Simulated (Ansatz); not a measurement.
# CH₈Al₂Ge: how energies converge with the basis set

An exercise on one series of results from a longer session: the logs are not shown, and one member is left open.

The runs use Ansatz 0.2.0, Gaussian basis; one geometry, several basis sets.

Plan: PBE0-D4/def2-SVP; ωB97M-V/def2-SVP; PBE0-D4/def2-QZVPP; ωB97M-V/def2-QZVPP; the functionals' def2-TZVPP values are taken from earlier runs.

**The relaxed structure**

An earlier PBE0-D4 in a triple-zeta def2 set relaxation fixed the geometry.

12 atoms, charge 0, spin multiplicity 1.

Atoms are counted from 1 here; the program's logs count them from 0.

Bond lengths: Al1–C2 1.935 Å, Al1–H5 1.588 Å, Al1–H6 1.587 Å, C2–Al3 1.935 Å, C2–Ge4 1.965 Å, C2–H7 1.098 Å, Al3–H8 1.588 Å, Al3–H9 1.587 Å, Ge4–H10 1.544 Å, Ge4–H11 1.537 Å, Ge4–H12 1.544 Å. Angles: C2–Al1–H5 119.6°, C2–Al1–H6 119.7°, H5–Al1–H6 120.7°, Al1–C2–Al3 116.5°, Al1–C2–Ge4 108.7°, Al1–C2–H7 106.6°, Al3–C2–Ge4 108.7°, Al3–C2–H7 106.6°, Ge4–C2–H7 109.8°, C2–Al3–H8 119.6°, C2–Al3–H9 119.7°, H8–Al3–H9 120.7°, C2–Ge4–H10 111.1°, C2–Ge4–H11 109.6°, C2–Ge4–H12 111.1°, H10–Ge4–H11 108.7°, H10–Ge4–H12 107.5°, H11–Ge4–H12 108.7°.

Set-up of the first run:

Contents of in.yaml:

```yaml
crystal:
  periodic: [false, false, false]
  atoms:
    - {symbol: Al, position_ang: [-1.088077, 1.600441, -0.213971]}
    - {symbol: C, position_ang: [0.276370, 0.349401, 0.348508]}
    - {symbol: Al, position_ang: [-0.233342, -0.927915, 1.709294]}
    - {symbol: Ge, position_ang: [0.917289, -0.633085, -1.228399]}
    - {symbol: H, position_ang: [-2.239580, 1.115706, -1.193419]}
    - {symbol: H, position_ang: [-1.047275, 3.098064, 0.310383]}
    - {symbol: H, position_ang: [1.094066, 0.947592, 0.771195]}
    - {symbol: H, position_ang: [-1.122256, -2.182099, 1.312956]}
    - {symbol: H, position_ang: [0.237512, -0.709911, 3.209392]}
    - {symbol: H, position_ang: [1.432450, 0.334160, -2.315628]}
    - {symbol: H, position_ang: [-0.230798, -1.468871, -1.815991]}
    - {symbol: H, position_ang: [2.080442, -1.578883, -0.860319]}
basis:
  gaussian: {orbitals: def2-SVP}
hamiltonian: {xc: pbe0, dispersion: d4}
output: {orbitals: {seedname: orbitals}}
```

Run with:

```sh
ansatz run in.yaml --threads 4 --pin off --events-out ev --progress --plain --max-ram 10444MiB
```

Among the steps run: PBE0-D4 in def2-SVP; ωB97M-V in def2-SVP; PBE0-D4 in def2-QZVPP; ωB97M-V in def2-QZVPP.

One of the session's tables, all rows but one given; the rest of the session is left out.

It belongs to the step «Functionals by basis». 

| functional | basis | HOMO (eV) | LUMO (eV) |
| --- | --- | --- | --- |
| PBE0-D4 | def2-SVP | -7.85 | -1.97 |
| PBE0-D4 | def2-TZVPP | -7.84 | -1.99 |
| PBE0-D4 | def2-QZVPP | -7.84 | -2.01 |
| ωB97M-V | def2-SVP | -9.93 | -0.31 |
| ωB97M-V | def2-TZVPP | ? | ? |
| ωB97M-V | def2-QZVPP | -9.96 | -0.54 |

Estimate the missing values for ωB97M-V, def2-TZVPP.

As computed: HOMO (eV): -9.97; LUMO (eV): -0.42. In the column «HOMO (eV)» it is the lowest.
